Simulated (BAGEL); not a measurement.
# C3H9Al (trimethylaluminium (TMA)): B3LYP/6-31G(d) (density fitting with cc-pvqz-jkfit, spherical functions)

What is the energy change on altering one bond length of C3H9Al (trimethylaluminium (TMA)) at B3LYP/6-31G* (density fitting with cc-pvqz-jkfit, spherical functions)? 

Program for the calculation: BAGEL 1.2.2.

3 further runs of the same task are left out: 3 set aside as unsound or not needed.

**1. The system as given**

C3H9Al has 13 atoms, charge 0, and is taken as a singlet. SMILES: `[CH3][Al]([CH3])[CH3]`. The coordinates come from a PBE0-D4/def2-TZVP relaxation.

Bond lengths: C1–Al2 1.959 Å, Al2–C3 1.959 Å, Al2–C4 1.959 Å, C1–H5 1.094 Å, C1–H6 1.097 Å, C1–H7 1.094 Å, C3–H8 1.094 Å, C3–H9 1.094 Å, C3–H10 1.097 Å, C4–H11 1.094 Å, C4–H12 1.097 Å, C4–H13 1.094 Å. Some angles: C1–Al2–C3 120.0°, C1–Al2–C4 119.9°, C3–Al2–C4 120.0°, Al2–C1–H5 112.7°, Al2–C1–H6 109.9°, Al2–C1–H7 112.7°, Al2–C3–H8 112.6°, Al2–C3–H9 112.7°, Al2–C3–H10 109.9°, Al2–C4–H11 112.7°.

**2. The energy at B3LYP/6-31G(d) (density fitting with cc-pvqz-jkfit, spherical functions)**

job.json

```json
{ "bagel" : [

{
  "title" : "molecule",
  "basis" : "6-31gs.json",
  "df_basis" : "cc-pvqz-jkfit",
  "angstrom" : true,
  "geometry" : [
    { "atom" : "C", "xyz" : [      -0.494100,       1.704120,      -0.827550 ] },
    { "atom" : "Al", "xyz" : [       0.040170,      -0.003580,      -0.030910 ] },
    { "atom" : "C", "xyz" : [       1.221370,      -0.027200,       1.531300 ] },
    { "atom" : "C", "xyz" : [      -0.686290,      -1.680610,      -0.735260 ] },
    { "atom" : "H", "xyz" : [       0.263360,       2.483150,      -0.703080 ] },
    { "atom" : "H", "xyz" : [      -1.405360,       2.074820,      -0.341540 ] },
    { "atom" : "H", "xyz" : [      -0.723910,       1.618210,      -1.893400 ] },
    { "atom" : "H", "xyz" : [       1.916950,       0.816720,       1.546080 ] },
    { "atom" : "H", "xyz" : [       1.802660,      -0.950480,       1.607140 ] },
    { "atom" : "H", "xyz" : [       0.626840,       0.043510,       2.450840 ] },
    { "atom" : "H", "xyz" : [      -0.909840,      -1.626780,      -1.804530 ] },
    { "atom" : "H", "xyz" : [      -1.631190,      -1.919800,      -0.231290 ] },
    { "atom" : "H", "xyz" : [      -0.020650,      -2.532080,      -0.567790 ] }
  ]
},

{
  "title" : "ks",
  "xc_func" : "b3lyp"
},

{
  "title" : "print",
  "file" : "orbitals.molden",
  "orbitals" : true
}

]}
```

The basis set 6-31G* is read from a file made from the Basis Set Exchange's data (not shown).

Started as:

```
$ BAGEL_NUM_THREADS=1 BAGEL job.json > job.out
```

The program printed:

```text
* using 1 threads per process

  ===============================================================
  ===============================================================

  *** Geometry ***

  { "atom" : "C", "xyz" : [     -0.933714,      3.220320,     -1.563843 ] },
  { "atom" : "Al", "xyz" : [      0.075910,     -0.006765,     -0.058411 ] },
  { "atom" : "C", "xyz" : [      2.308055,     -0.051401,      2.893738 ] },
  { "atom" : "C", "xyz" : [     -1.296900,     -3.175893,     -1.389440 ] },
  { "atom" : "H", "xyz" : [      0.497678,      4.692473,     -1.328629 ] },
  { "atom" : "H", "xyz" : [     -2.655746,      3.920842,     -0.645417 ] },
  { "atom" : "H", "xyz" : [     -1.367992,      3.057974,     -3.578007 ] },
  { "atom" : "H", "xyz" : [      3.622510,      1.543377,      2.921668 ] },
  { "atom" : "H", "xyz" : [      3.406534,     -1.796147,      3.037054 ] },
  { "atom" : "H", "xyz" : [      1.184556,      0.082222,      4.631416 ] },
  { "atom" : "H", "xyz" : [     -1.719348,     -3.074169,     -3.410067 ] },
  { "atom" : "H", "xyz" : [     -3.082502,     -3.627896,     -0.437075 ] },
  { "atom" : "H", "xyz" : [     -0.039023,     -4.784938,     -1.072968 ] },

  Number of auxiliary basis functions:      925

  Since a DF basis is specified, we compute 2- and 3-index integrals:
    o Being stored without compression. Storage requirement is 0.045 GB

  Number of basis functions:       78
  Number of electrons      :       40

    * METHOD: MOLECULE                             1.08

  *** Kohn-Sham DFT ***

    * Removing 24422 points whose weight is below 1.00e-10
    * Grid points: 169356

  === Nuclear Repulsion ===
   151.1621726920

       - DIIS with orbital gradients will be used.

  === KS iteration (b3lyp / 6-31gs.json) ===
      0       -333.23298010          0.14304031           0.57
      1       -304.80297003          0.13360931           0.57
      2       -319.92047579          0.11826137           0.57
      3       -358.64079618          0.08160156           0.57
      4       -362.05079491          0.01506646           0.57
      5       -362.10869936          0.01077991           0.57
      6       -362.17835005          0.00318092           0.58
      7       -362.18411002          0.00119334           0.58
      8       -362.18474158          0.00031654           0.57
      9       -362.18479001          0.00004363           0.56
     10       -362.18479088          0.00000666           0.57
     11       -362.18479090          0.00000188           0.56
     12       -362.18479090          0.00000037           0.56
     13       -362.18479090          0.00000006           0.57
     14       -362.18479090          0.00000002           0.56
     15       -362.18479090          0.00000001           0.57
     16       -362.18479090          0.00000000           0.58
    * SCF iteration converged.

    * Permanent dipole moment:
           (    0.016500,    -0.001538,    -0.012767) a.u.

    * METHOD: KS                                  10.89

    * METHOD: PRINT                                0.02

  ===============================================================
```

Run time: 12 s. Hardware: 1 thread of Arm Neoverse V1, shared host; peak memory 0.62 GiB.

**3. The distorted shape, same level**

dft.json

```json
{ "bagel": [

{
  "title": "molecule",
  "basis": "6-31gs.json",
  "df_basis": "cc-pvqz-jkfit",
  "angstrom": true,
  "geometry": [
    { "atom": "C", "xyz": [   -0.018476,    1.647552,   -1.563181 ] },
    { "atom": "Al", "xyz": [    0.515794,   -0.060148,   -0.766541 ] },
    { "atom": "C", "xyz": [    1.696994,   -0.083768,    0.795669 ] },
    { "atom": "C", "xyz": [   -0.210666,   -1.737178,   -1.470891 ] },
    { "atom": "H", "xyz": [    0.738984,    2.426582,   -1.438711 ] },
    { "atom": "H", "xyz": [   -0.929736,    2.018252,   -1.077171 ] },
    { "atom": "H", "xyz": [   -0.248286,    1.561642,   -2.629031 ] },
    { "atom": "H", "xyz": [    2.392574,    0.760152,    0.810449 ] },
    { "atom": "H", "xyz": [    2.278284,   -1.007048,    0.871509 ] },
    { "atom": "H", "xyz": [    0.626840,    0.043510,    2.450840 ] },
    { "atom": "H", "xyz": [   -0.434216,   -1.683348,   -2.540161 ] },
    { "atom": "H", "xyz": [   -1.155566,   -1.976368,   -0.966921 ] },
    { "atom": "H", "xyz": [    0.454974,   -2.588648,   -1.303421 ] }
  ]
},
{ "title": "ks", "xc_func": "b3lyp" },
{ "title": "print", "file": "orbitals.molden", "orbitals": true }

]}
```

The basis set 6-31G* is read from a file made from the Basis Set Exchange's data (not shown).

Started as:

```
$ BAGEL_NUM_THREADS=1 BAGEL dft.json > dft.out
```

The program printed:

```text
* using 1 threads per process

  ===============================================================
  ===============================================================

  *** Geometry ***

  { "atom" : "C", "xyz" : [     -0.034915,      3.113422,     -2.953984 ] },
  { "atom" : "Al", "xyz" : [      0.974709,     -0.113663,     -1.448553 ] },
  { "atom" : "C", "xyz" : [      3.206854,     -0.158299,      1.503596 ] },
  { "atom" : "C", "xyz" : [     -0.398101,     -3.282791,     -2.779581 ] },
  { "atom" : "H", "xyz" : [      1.396477,      4.585575,     -2.718770 ] },
  { "atom" : "H", "xyz" : [     -1.756946,      3.813944,     -2.035558 ] },
  { "atom" : "H", "xyz" : [     -0.469193,      2.951076,     -4.968149 ] },
  { "atom" : "H", "xyz" : [      4.521310,      1.436479,      1.531527 ] },
  { "atom" : "H", "xyz" : [      4.305333,     -1.903045,      1.646913 ] },
  { "atom" : "H", "xyz" : [      1.184556,      0.082222,      4.631416 ] },
  { "atom" : "H", "xyz" : [     -0.820549,     -3.181067,     -4.800209 ] },
  { "atom" : "H", "xyz" : [     -2.183703,     -3.734794,     -1.827216 ] },
  { "atom" : "H", "xyz" : [      0.859776,     -4.891836,     -2.463109 ] },

  Number of auxiliary basis functions:      925

  Since a DF basis is specified, we compute 2- and 3-index integrals:
    o Being stored without compression. Storage requirement is 0.045 GB

  Number of basis functions:       78
  Number of electrons      :       40

    * METHOD: MOLECULE                             1.08

  *** Kohn-Sham DFT ***

    * Removing 23588 points whose weight is below 1.00e-10
    * Grid points: 170190

  === Nuclear Repulsion ===
   148.8570510073

       - DIIS with orbital gradients will be used.

  === KS iteration (b3lyp / 6-31gs.json) ===
      0       -331.69533639          0.13800409           0.58
      1       -301.04055460          0.14091078           0.58
      2       -321.89514954          0.13288880           0.57
      3       -359.51402533          0.07045650           0.57
      4       -361.55053772          0.02723417           0.56
      5       -361.77970019          0.02226933           0.57
      6       -362.04849655          0.00544393           0.57
      7       -362.06487327          0.00109631           0.56
      8       -362.06547485          0.00013423           0.56
      9       -362.06548066          0.00010539           0.57
     10       -362.06548673          0.00002017           0.57
     11       -362.06548674          0.00002059           0.57
     12       -362.06548695          0.00000128           0.57
     13       -362.06548696          0.00000056           0.58
     14       -362.06548696          0.00000011           0.58
     15       -362.06548696          0.00000015           0.57
     16       -362.06548696          0.00000003           0.57
     17       -362.06548696          0.00000000           0.57
    * SCF iteration converged.

    * Permanent dipole moment:
           (   -0.224461,     0.027704,     0.360357) a.u.

    * METHOD: KS                                  11.49

    * METHOD: PRINT                                0.02

  ===============================================================
```

Run time: 13 s. Hardware: 1 thread of Arm Neoverse V1, shared host; peak memory 0.62 GiB.

**4. Outcome**

Level: B3LYP/6-31G* (density fitting with cc-pvqz-jkfit, spherical functions).

```
                                                          quantity          value
                                         first shape: total energy  -362.18479 Eh
                                        first shape: dipole moment         0.05 D
                                          first shape: HOMO energy       -7.05 eV
                                          first shape: LUMO energy       -0.45 eV
                                        first shape: HOMO–LUMO gap        6.60 eV
                                     distorted shape: total energy  -362.06549 Eh
                                    distorted shape: dipole moment         1.08 D
                                      distorted shape: HOMO energy       -7.12 eV
                                      distorted shape: LUMO energy       -2.00 eV
                                    distorted shape: HOMO–LUMO gap        5.12 eV
energy change with the C3–H10 bond stretched from 1.097 to 1.975 Å       3.246 eV
```

What this shows: With the C3–H10 bond stretched from 1.097 to 1.975 Å the energy rises by 3.25 eV (75 kcal/mol). The first shape isn't relaxed at this level, so the change isn't measured from a minimum.
